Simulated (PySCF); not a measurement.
# The bond of HBr, level by level

An exercise on one series of results from a longer session: the logs are not shown, and one member is left open.

Program: PySCF 2.14.0. Level of theory: H def2-TZVPP, Br def2-TZVPP, no relativity. These are calculated values, not measurements.

Set-up of the first run:

The job is set up so:

```yaml
atoms: H, Br
charge: 0
basis: H def2-TZVPP, Br def2-TZVPP
Hamiltonian: no relativity
basis_functions: 62
electrons_treated: 36
masses_in_u: 1.0078, 78.9183
levels: PBE0, PBE, r²SCAN, BP86, B2PLYP, BLYP, PW91, ωB97X, HF, MP2, SCS-MP2, CCSD, CCSD(T)
grid: 80 radial by 434 angular points
occupations: held fixed by the projection of orbital angular momentum
dissociation_limit: H + Br, each in its ground configuration
starting_distance_in_angstrom: 1.435
values_of_2S_to_try: 0, 2
```

Started as:

```
$ OMP_NUM_THREADS=1 python dia.py task.json out
```

Steps of the session up to this table: The job; PBE0 along the bond; Higher solutions at PBE0; PBE (GGA); r²SCAN; BP86 (GGA); B2PLYP; BLYP (GGA); PW91 (GGA); ωB97X (range-separated hybrid); RHF; Correlated methods on the Hartree–Fock reference.

One table of the session follows, with a row left open; its other results are not shown here.

Energy (eV) from each level's lowest point:

```
R (Å)    RHF  RHF-MP2  RHF-SCS-MP2  RHF-CCSD  RHF-CCSD(T)
1.223  0.667    0.656        0.667       n/a          n/a
1.280  0.286    0.282        0.291     0.299        0.305
1.337  0.077    0.078        0.083     0.088        0.092
1.379  0.009    0.010        0.013     0.015        0.017
1.422  0.000    0.000        0.000     0.000        0.000
1.465      ?        ?            ?         ?            ?
1.522  0.152    0.144        0.137     0.129        0.123
1.593  0.364    0.345        0.333     0.317        0.307
1.678  0.690    0.654        0.635     0.608        0.591
1.792  1.193    1.127        1.097       n/a          n/a
```

**Question.** Estimate the row for R (Å) = 1.465.

Worked estimate for «RHF». A straight line through the neighbours (1.422, 0.000) and (1.522, 0.152) gives 0.000 + (0.152 − 0.000) × (1.465 − 1.422) / (1.522 − 1.422) = 0.065; a parabola fitted to 4 rows on both sides gives 0.043.

The run gave: RHF: 0.040; RHF-MP2: 0.037; RHF-SCS-MP2: 0.034; RHF-CCSD: 0.031; RHF-CCSD(T): 0.029. In «RHF» the line misses by +0.025 and the parabola by +0.003.

Caveats from the session: Lowest PBE0 solution found, without spin–orbit coupling: ¹Σ⁺ (singlet), closed shell. Warnings in the runs' records: inverted.
